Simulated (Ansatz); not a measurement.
# ClH4SiSn radical: one species, many methods

One table from this session's results is given with a row withheld; the runs are named, their logs left out.

Program: Ansatz 0.2.0, Gaussian basis. Level of theory: functionals in def2-TZVPP, the program's frozen cores in correlated methods. These are calculated values, not measurements.

The runs, in order: LDA (SPW92), PBE-D4, revPBE-D4, BLYP-D4, r2SCAN-D4, B97M-V, PBE0-D4, B3LYP-D4, r2SCANh-D4, r2SCAN0-D4, HSE06-D4, BHLYP-D4, CAM-B3LYP-D4, LC-ωPBE, ωB97X-V, ωB97M-V, B2PLYP, PBE-QIDH; CCSD(T)/def2-SVP; CCSD(T)/def2-TZVPP; MP2/def2-QZVPP; extrapolation to the limit; RPA on PBE.

### The geometry

The geometry comes from an earlier relaxation with PBE0-D4 in a triple-zeta def2 set; it is a stationary point, not always the lowest conformer. Sn takes the def2 core potential; no spin-orbit term is included.

SMILES `[SiH3][SnH][Cl]`, 7 atoms, charge 0, spin multiplicity 2.

Atoms are counted from 1 here; the program's logs count them from 0.

Bond lengths: Si1–Sn2 2.592 Å, Si1–H4 1.486 Å, Si1–H5 1.483 Å, Si1–H6 1.486 Å, Sn2–Cl3 2.356 Å, Sn2–H7 1.728 Å. Angles: Sn2–Si1–H4 108.4°, Sn2–Si1–H5 107.6°, Sn2–Si1–H6 110.7°, H4–Si1–H5 109.9°, H4–Si1–H6 110.0°, H5–Si1–H6 110.2°, Si1–Sn2–Cl3 104.2°, Si1–Sn2–H7 115.2°, Cl3–Sn2–H7 103.0°.

The first run:

File in.yaml:

```yaml
crystal:
  periodic: [false, false, false]
  atoms:
    - {symbol: Si, position_ang: [-0.951273, 0.469484, -0.380694]}
    - {symbol: Sn, position_ang: [0.906231, -1.223407, 0.255555]}
    - {symbol: Cl, position_ang: [2.909824, -0.136610, -0.339454]}
    - {symbol: H, position_ang: [-2.267606, -0.124830, -0.030468]}
    - {symbol: H, position_ang: [-0.872317, 0.692086, -1.845116]}
    - {symbol: H, position_ang: [-0.764478, 1.753259, 0.344623]}
    - {symbol: H, position_ang: [1.100816, -1.498081, 1.949954]}
basis:
  gaussian: {orbitals: def2-TZVPP}
magnetization: {spin_polarized: true, initial_magnetization: 1}
hamiltonian: {xc: lda}
output: {orbitals: {seedname: orbitals}}
```

On the command line:

```
$ ansatz run in.yaml --threads 4 --pin off --events-out ev --progress --plain --max-ram 10444MiB
```

Among the steps run: LDA; PBE-D4 (GGA); revPBE-D4 (GGA); BLYP-D4 (GGA); r2SCAN-D4 (meta-GGA); B97M-V (meta-GGA); B3LYP-D4 (hybrid); r2SCANh-D4 (hybrid); r2SCAN0-D4 (hybrid); HSE06-D4 (hybrid); BHLYP-D4 (hybrid); CAM-B3LYP-D4 (range-separated); LC-ωPBE (range-separated); ωB97X-V (range-separated); ωB97M-V (range-separated); B2PLYP (double hybrid); PBE-QIDH (double hybrid).

One table of the session follows, with a row left open; its other results are not shown here.

It belongs to the step «Orbital energies across the functionals». 

| functional | HOMO (eV) | LUMO (eV) | gap (eV) |
| --- | --- | --- | --- |
| LDA (SPW92) | -5.33 | -4.67 | 0.67 |
| PBE-D4 | -5.28 | -4.35 | 0.93 |
| revPBE-D4 | -5.25 | -4.23 | 1.02 |
| BLYP-D4 | -5.08 | -4.34 | 0.74 |
| r2SCAN-D4 | -5.63 | -4.07 | 1.56 |
| B97M-V | -5.48 | -4.52 | 0.95 |
| PBE0-D4 | -6.30 | -3.55 | 2.75 |
| B3LYP-D4 | -6.04 | -3.89 | 2.15 |
| r2SCANh-D4 | -6.00 | -3.78 | 2.22 |
| r2SCAN0-D4 | -6.55 | -3.35 | 3.21 |
| HSE06-D4 | -5.91 | -3.91 | 2.00 |
| BHLYP-D4 | -7.12 | -2.80 | 4.33 |
| CAM-B3LYP-D4 | -7.43 | -2.68 | 4.76 |
| LC-ωPBE | -8.77 | -1.37 | 7.39 |
| ωB97X-V | ? | ? | ? |
| ωB97M-V | -8.21 | -1.87 | 6.34 |

Estimate the missing values for ωB97X-V.

**Answer.** HOMO (eV): -8.31; LUMO (eV): -1.74; gap (eV): 6.57. In the column «HOMO (eV)» it lies between LC-ωPBE (-8.77) and ωB97M-V (-8.21).
